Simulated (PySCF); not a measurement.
**HfFOH: triplet, from a bent start**

Aim: relax HfFOH as a triplet from a bent start, check by its vibrations whether the end is a minimum, and collect its spectrum and constants.

Program: PySCF 2.14.0. Level of theory: PBE0, basis Hf def2-TZVP with ECP60, F def2-TZVP, O def2-TZVP, H def2-TZVP, scalar-relativistic core potentials, no spin–orbit coupling, density fitting. These are calculated values, not measurements.

### 1 Starting geometry

4 atoms, charge 0, spin multiplicity 3.

Bond lengths: Hf1–F2 2.160 Å, Hf1–O3 2.150 Å, O3–H4 0.960 Å. Angles: F2–Hf1–O3 110.0°, Hf1–O3–H4 130.0°.

Z-matrix (Å, degrees; charge 0 multiplicity 3):
```
Hf
F  1 2.1600
O  1 2.1500 2 110.00
H  3 0.9600 1 130.00 2 90.00
```

### 2 Finding the electronic state

One driver script runs all steps and calls PySCF; scf.py shows how it sets up the SCF of each step. The optimiser is the driver's own. After this first run the driver tries any further starts and a stability analysis.

scf.py

```python
from pyscf import gto, scf, dft
mol = gto.M(atom='''
Hf     0.000000     0.000000     0.000000
F      1.769400     0.000000     1.238900
O     -1.761200     0.000000     1.233200
H     -2.266700     0.735400     1.587100''',
    basis={'Hf': 'def2-TZVP', 'F': 'def2-TZVP', 'O': 'def2-TZVP', 'H': 'def2-TZVP'},
    ecp={'Hf': 'def2-TZVP'},
    charge=0, spin=2)
mf = dft.UKS(mol, xc='PBE0')
mf.grids.atom_grid = (50, 194)
aux = {'Hf': 'def2-universal-JKFIT', 'F': 'def2-universal-JKFIT', 'O': 'def2-universal-JKFIT', 'H': 'def2-universal-JKFIT'}
mf = mf.density_fit(auxbasis=aux)
mf.conv_tol = 1e-08
mf.diis_space = 10
mf.max_cycle = 60
mf.init_guess = 'minao'
mf.verbose = 4
mf.kernel()
```

Started as:

```console
$ OMP_NUM_THREADS=4 python axn.py task.json out
```

The runs that follow: Bent start, triplet: relaxation; Is it a minimum? Harmonic modes.

What does the calculation give? Wanted: minimum; geometry; wavenumbers; dipole moment; highest occupied, lowest empty level; polar-tensor charge of Hf1; zero-point energy; atomisation energy; ⟨S²⟩.

As calculated:

```
                                          quantity                                                                  value
                                           minimum                                                            triplet, Cs
                                          geometry  Hf–F 1.927 Å, Hf–O 1.926 Å, O–H 0.953 Å; F–Hf–O 145.4°, H–O–Hf 160.7°
                                wavenumbers (cm⁻¹)            78 (a'), 395 (a''), 415 (a'), 607 (a'), 681 (a'), 4002 (a')
                                     dipole moment                                                                 2.17 D
highest occupied, lowest empty level (either spin)                                                        -4.55, -2.21 eV
                        polar-tensor charge of Hf1                                                                +1.01 e
                                 zero-point energy                                                            36.9 kJ/mol
                               entropy at 298.15 K                                                        311.6 J/(mol K)
         atomisation energy (no zero-point energy)                                                            1577 kJ/mol
                                              ⟨S²⟩                                                                  2.003
```

The bent start (C1) ends in a minimum of Cs symmetry. In the infrared the band at 4002 cm⁻¹ (a') leads. Most of the spin sits on Hf1 (Mulliken spin 2.06, against 2 for the whole molecule). Only this shape and spin were tried, so other structures or states may lie lower. Open d and f shells are described by one determinant, and the ground state may have another occupation or spin. With an element this heavy the missing spin–orbit coupling can shift these numbers.
